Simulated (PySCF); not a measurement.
# BFH4N2: the cost of one run

Programs: PySCF 2.14.0, with density-fitted response routines of our own. Each step states its level of theory. These are calculated values for one molecule in the gas phase, unless marked as measured. Atoms count from 0, in the outputs and in this text.

### 1 The molecule as given

8 atoms, charge 0, multiplicity 1; geometry from: GFN2-xTB. The atoms were then displaced at random by about 0.01 Å, so the start is not that level's minimum.

Bonds of the start (Å): N0–B1 1.43, B1–N2 1.41, B1–F3 1.36, N0–H4 0.99, N0–H5 0.97, N2–H6 1.00, N2–H7 0.98.

### 2 Optimising the geometry at PBE0-D3(BJ)/def2-SVP

What the job is given:

```
{"job": {"xc": "PBE0", "basis": "def2-SVP", "d3": "d3bj", "grid": 1, "shake": 0.01, "kind": "geom"}, "charge": 0, "multiplicity": 1}
N      1.264300    -0.207090     0.063930
B     -0.011060     0.425480    -0.105460
N     -1.255600    -0.228510     0.020920
F      0.007640     1.746320    -0.412180
H      2.096520     0.324100    -0.058020
H      1.368980    -1.144060     0.282230
H     -1.326570    -1.198080     0.258810
H     -2.089080     0.262690    -0.102710
```

Run with:

```console
$ OMP_NUM_THREADS=1 python probes_run.py task.json out
```

This one command runs all jobs of the session in turn.

**Question.** How long does this first job take on 1 thread of Arm Neoverse V2, shared host, and how much memory does it need?

About 15 s, with a peak of 0.32 GiB.
